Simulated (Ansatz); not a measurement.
# CH₉GeInOSi: up Jacob's ladder to CCSD(T)

One table from this session's results is given with a row withheld; the runs are named, their logs left out.

Computed with Ansatz 0.2.0, Gaussian basis. Level: functionals in def2-TZVPP, the program's frozen cores in correlated methods.

Plan: LDA (SPW92), PBE-D4, revPBE-D4, BLYP-D4, r2SCAN-D4, B97M-V, PBE0-D4, B3LYP-D4, r2SCANh-D4, r2SCAN0-D4, HSE06-D4, BHLYP-D4, CAM-B3LYP-D4, LC-ωPBE, ωB97X-V, ωB97M-V, B2PLYP, PBE-QIDH; CCSD(T)/def2-SVP.

**Structure used throughout**

All runs share one geometry, relaxed beforehand with PBE0-D4 in a triple-zeta def2 set. In takes the def2 core potential; no spin-orbit term is included.

SMILES `O[CH2][In]([SiH3])[GeH3]`, 14 atoms, charge 0, spin multiplicity 1.

Atoms are counted from 1 here; the program's logs count them from 0.

Bond lengths: O1–C2 1.417 Å, O1–H6 0.961 Å, C2–In3 2.178 Å, C2–H7 1.099 Å, C2–H8 1.099 Å, In3–Si4 2.577 Å, In3–Ge5 2.620 Å, Si4–H9 1.490 Å, Si4–H10 1.492 Å, Si4–H11 1.488 Å, Ge5–H12 1.544 Å, Ge5–H13 1.544 Å, Ge5–H14 1.541 Å. Angles: C2–O1–H6 108.9°, O1–C2–In3 108.8°, O1–C2–H7 112.1°, O1–C2–H8 112.0°, In3–C2–H7 108.4°, In3–C2–H8 108.4°, H7–C2–H8 107.0°, C2–In3–Si4 120.4°, C2–In3–Ge5 117.0°, Si4–In3–Ge5 122.5°, In3–Si4–H9 111.2°, In3–Si4–H10 108.9°, In3–Si4–H11 113.2°, H9–Si4–H10 107.2°, H9–Si4–H11 108.1°, H10–Si4–H11 107.9°, In3–Ge5–H12 112.1°, In3–Ge5–H13 110.8° and more.

Set-up of the first run:

Input file in.yaml:

```yaml
crystal:
  periodic: [false, false, false]
  atoms:
    - {symbol: O, position_ang: [-1.745156, 1.248426, 1.811753]}
    - {symbol: C, position_ang: [-0.610426, 0.404686, 1.910056]}
    - {symbol: In, position_ang: [0.099424, -0.053948, -0.097081]}
    - {symbol: Si, position_ang: [-1.105853, 0.911446, -2.160491]}
    - {symbol: Ge, position_ang: [2.180756, -1.632588, -0.292335]}
    - {symbol: H, position_ang: [-2.057950, 1.452817, 2.697532]}
    - {symbol: H, position_ang: [0.209007, 0.878071, 2.468750]}
    - {symbol: H, position_ang: [-0.842406, -0.540980, 2.419503]}
    - {symbol: H, position_ang: [-0.145961, 1.184587, -3.266980]}
    - {symbol: H, position_ang: [-2.084787, -0.095740, -2.663249]}
    - {symbol: H, position_ang: [-1.849213, 2.167311, -1.871820]}
    - {symbol: H, position_ang: [2.032090, -2.898208, 0.578791]}
    - {symbol: H, position_ang: [3.459584, -0.918412, 0.197001]}
    - {symbol: H, position_ang: [2.460871, -2.107486, -1.731450]}
basis:
  gaussian: {orbitals: def2-TZVPP}
hamiltonian: {xc: lda}
output: {orbitals: {seedname: orbitals}}
```

On the command line:

```sh
$ ansatz run in.yaml --threads 2 --pin off --events-out ev --progress --plain --max-ram 32768MiB --backend cuda --devices 0, --max-vram 18GiB
```

Among the steps run: LDA; PBE-D4 (GGA); revPBE-D4 (GGA); BLYP-D4 (GGA); r2SCAN-D4 (meta-GGA); B97M-V (meta-GGA); B3LYP-D4 (hybrid); r2SCANh-D4 (hybrid); r2SCAN0-D4 (hybrid); HSE06-D4 (hybrid); BHLYP-D4 (hybrid); CAM-B3LYP-D4 (range-separated); LC-ωPBE (range-separated); ωB97X-V (range-separated); ωB97M-V (range-separated); B2PLYP (double hybrid); PBE-QIDH (double hybrid).

One of the session's tables, all rows but one given; the rest of the session is left out.

It belongs to the step «Orbital energies across the functionals». 

| functional | HOMO (eV) | LUMO (eV) | gap (eV) |
| --- | --- | --- | --- |
| LDA (SPW92) | -6.00 | -2.94 | 3.06 |
| PBE-D4 | -5.86 | -2.72 | 3.15 |
| revPBE-D4 | -5.80 | -2.60 | 3.20 |
| BLYP-D4 | -5.72 | -2.66 | 3.06 |
| r2SCAN-D4 | -6.08 | -2.56 | 3.52 |
| B97M-V | -6.17 | -2.80 | 3.37 |
| PBE0-D4 | -6.87 | -2.02 | 4.85 |
| B3LYP-D4 | -6.67 | -2.26 | 4.41 |
| r2SCANh-D4 | -6.47 | -2.31 | 4.17 |
| r2SCAN0-D4 | -7.02 | -1.94 | 5.08 |
| HSE06-D4 | ? | ? | ? |
| BHLYP-D4 | -7.70 | -1.34 | 6.36 |
| CAM-B3LYP-D4 | -8.02 | -1.16 | 6.86 |
| LC-ωPBE | -9.27 | -0.06 | 9.20 |
| ωB97X-V | -8.96 | -0.23 | 8.73 |
| ωB97M-V | -8.80 | -0.47 | 8.33 |

**Question.** Estimate the row for HSE06-D4.

The run gave: HOMO (eV): -6.49; LUMO (eV): -2.38; gap (eV): 4.11. In the column «HOMO (eV)» it lies between B3LYP-D4 (-6.67) and r2SCANh-D4 (-6.47).
